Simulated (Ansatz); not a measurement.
# TiO: the cost of one run

Program: Ansatz 0.2.0. Level of theory: DFT r²SCAN+U (U = 3 eV, J = 0.5 eV on Ti d, around-mean-field double counting), plane waves, PAW. These are calculated values, not measurements.

## Step 1: Starting point

Symmetry: Pm-3m, No. 221, cubic system. The conventional cell has a = 2.708 Å, b = 2.708 Å, c = 2.708 Å, α = 90.00°, β = 90.00°, γ = 90.00°. Ti (site symmetry m-3m) is surrounded by 8 O at 2.35 Å. Around O (site symmetry m-3m) lie 8 Ti at 2.35 Å.

As a file:

```
CELL_PARAMETERS angstrom
2.70834 0.00000 0.00000
0.00000 2.70834 0.00000
0.00000 0.00000 2.70834
ATOMIC_POSITIONS crystal
Ti 0.00000 0.00000 0.00000
O 0.50000 0.50000 0.50000
```

Magnetic order typed: ferromagnetic.

## Step 2: From atoms, symmetry kept, no search

input.yaml

```yaml
crystal:
  lattice:
    - [2.70834008, 0.0, 0.0]
    - [0.0, 2.70834008, 0.0]
    - [0.0, 0.0, 2.70834008]
  atoms:
    - { symbol: Ti, position: [0.0, 0.0, 0.0], spin: 2.0 }
    - { symbol: O, position: [0.5, 0.5, 0.5] }
basis:
  ecutwfc: 500
  ecutrho_ratio: 4
kpoints:
  mp_grid: { grid: [7, 7, 7] }
hamiltonian:
  xc: r2scan
  hubbard: { sites: [{ site: 0, l: d, u: 3.0, j: 0.5 }], double_counting: amf }
scf:
  occupations: { method: gaussian, width: 0.05 }
  lower_state_search: "off"
  max_iter: 150
output:
  forces: true
  stress: true
  eigenvalues: true
  populations: true
  hubbard: { sites: [{ site: 0, l: d }] }
magnetization:
  spin_polarized: true
```

Started as:

```
> ansatz run input.yaml --threads 2 --pin off --max-ram 3072MiB --backend cpu --events-out ev --progress --plain --runs-dir out
```

**Question.** How long does this run take on 2 threads of AMD EPYC 9R45 (Zen 5), shared host, and how much memory does it need?

About 1.7 s, with a peak of 0.39 GiB.
